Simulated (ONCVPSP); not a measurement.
# Copper: generating and testing an ONCV potential

Aim: build the potential from the settings below, then test how well it stands in for the atom: other configurations, scattering, ghost states and the plane-wave cutoff that it needs.

Program: ONCVPSP 4.0.1.1 (patched build). Reference atom: PBE, scalar-relativistic, spherical and spin-unpolarised. All values are calculated.

### Step 1. Settings

The settings as typed:

```json
{
  "element": "copper (Cu, Z = 29)",
  "type": "optimised norm-conserving Vanderbilt (ONCV)",
  "frozen core": "[Ne]",
  "valence charge": "19",
  "reference configuration": "3s2 3p6 3d10 4s1",
  "partial waves": "3s+4s: rc 0.95 bohr, ncon 4, nbas 9, qcut 11.9 1/bohr, 2 projectors; 3p: rc 0.70 bohr, ncon 3, nbas 7, qcut 13.9 1/bohr, 3 projectors, debl 0.5 Ha; 3d: rc 0.90 bohr, ncon 4, nbas 9, qcut 15.1 1/bohr, 2 projectors, debl 2.1 Ha",
  "local potential": "polynomial inside 0.55 bohr (lpopt 5, dvloc0 3 Ha)",
  "core correction": "not asked for"
}
```

The outer shells as boxes (Hund's rule for the drawing; the calculation is spin-unpolarised):

```
[Ne] core
3s [↑↓]
3p [↑↓][↑↓][↑↓]
3d [↑↓][↑↓][↑↓][↑↓][↑↓]
4s [↑ ]
```

### Step 2. Generation

File Cu.dat:

```
# ATOM AND REFERENCE CONFIGURATION
# atsym  z   nc   nv     iexc    psfile
  Cu 29.00    3    4        4      upf
#
#   n    l    f
    1    0    2.00
    2    0    2.00
    2    1    6.00
    3    0    2.00
    3    1    6.00
    3    2   10.00
    4    0    1.00
#
# PSEUDOPOTENTIAL AND OPTIMIZATION
# lmax
    2
#
#   l,   rc,      ep,       ncon, nbas, qcut
    0    0.95    0.00    4    9   11.90
    1    0.70    0.00    3    7   13.90
    2    0.90    0.00    4    9   15.10
#
# LOCAL POTENTIAL
# lloc, lpopt,  rc(5),   dvloc0
    4    5    0.55    3.00
#
# VANDERBILT-KLEINMAN-BYLANDER PROJECTORs
# l, nproj, debl
    0    2    3.50
    1    3    0.50
    2    2    2.10
#
# MODEL CORE CHARGE
# icmod, fcfact, rcfact
    0    0.00    0.00
#
# LOG DERIVATIVE ANALYSIS
# epsh1, epsh2, depsh
   -6.00    5.00    0.04
#
# OUTPUT GRID
# rlmax, drl
    6.00    0.01
#
# TEST CONFIGURATIONS
# ncnf
    4
# nvcnf
#   n    l    f
    4
    3    0    2.00
    3    1    6.00
    3    2   10.00
    4    0    0.00
#
    4
    3    0    2.00
    3    1    6.00
    3    2    9.00
    4    0    0.00
#
    4
    3    0    2.00
    3    1    6.00
    3    2    8.00
    4    0    0.00
#
    4
    3    0    2.00
    3    1    6.00
    3    2   10.00
    4    0    0.50
#
```

The run is started by

```bash
$ oncvpsp.x < Cu.dat > Cu.out
```

**Question.** What will these runs give? Wanted: cutoffs for 1 and 0.1 mHa per electron, occupied waves; bound ghosts; GHOST(+) flags; largest test error; largest phase difference near zero energy, channels read; projector energies reset by the program.

**Answer**, as computed:

| quantity | value |
| --- | --- |
| cutoffs for 1 and 0.1 mHa per electron, occupied waves | 100 Ha and 118 Ha |
| bound ghosts | p at -1945.06 eV |
| GHOST(+) flags | s at 533 eV |
| largest test error (AE − PS) | +1.7 meV, for 3s2 3p6 3d10 4s0 (2 tests unsolved) |
| largest phase difference near zero energy, channels read | 0.000 rad |
| projector energies reset by the program | p: -2.651, 0.250, 0.750 Ha |

What this shows: It has a bound ghost (p), a state that the atom doesn't have, and that rules the file out. The worst unpolarised test, 3s2 3p6 3d10 4s0, is off by 1.7 meV on 8.2 eV; by total energies transferability rates as very good where solved. Atomic tests can pass in spite of a ghost, since they solve only for the levels asked. Of the tests 2 gave no usable energy difference, which is a warning in itself. The potential is very hard: the looser tolerance needs 100 Ha. At the looser tolerance the 3d wave is the slowest; 3p needs 77 Ha. Near zero energy the phases of the channels with partial waves agree within 0.001 rad. The program also flags highly localised states, GHOST(+) (s). These are tests on the free atom; a crystal test is still owed.
